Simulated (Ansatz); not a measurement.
# Cu: the cost of one run

Method: DFT PBE, scalar-relativistic, plane waves, PAW, and further levels as typed in the inputs, in Ansatz 0.2.0.

## 1. The system as given

The structure is cubic, space group Fm-3m (No. 225). Conventional cell: a = 3.615 Å, b = 3.615 Å, c = 3.615 Å, α = 90.00°, β = 90.00°, γ = 90.00°. Around Cu (site symmetry m-3m) lie 12 Cu at 2.56 Å.

Structure file:

```
CELL_PARAMETERS angstrom
0.00000 1.80750 1.80750
1.80750 0.00000 1.80750
1.80750 1.80750 0.00000
ATOMIC_POSITIONS crystal
Cu 0.00000 0.00000 0.00000
```

## 2. Relaxing cell and atoms: Cu, no spin

The input, input.yaml:

```yaml
crystal:
  lattice:
    - [0.0, 1.8075, 1.8075]
    - [1.8075, 0.0, 1.8075]
    - [1.8075, 1.8075, 0.0]
  atoms:
    - { symbol: Cu, position: [0.0, 0.0, 0.0] }
scf:
  occupations: { method: gaussian, width: 0.1 }
output:
  forces: true
  stress: true
kpoints:
  mp_grid: { grid: [22, 22, 22] }
hamiltonian:
  xc: pbe
relax:
  f_tol: 0.003
  cell: { stress_tol: 0.02 }
```

Launch:

```console
> ansatz run input.yaml --threads 2 --pin off --max-ram 4096MiB --backend cpu --events-out ev --progress --plain --runs-dir out
```

**Question.** How long does this run take on 2 threads of Intel Xeon 6975P-C (Granite Rapids), shared host, and how much memory does it need?

About 4.1 s, with a peak of 0.4 GiB.
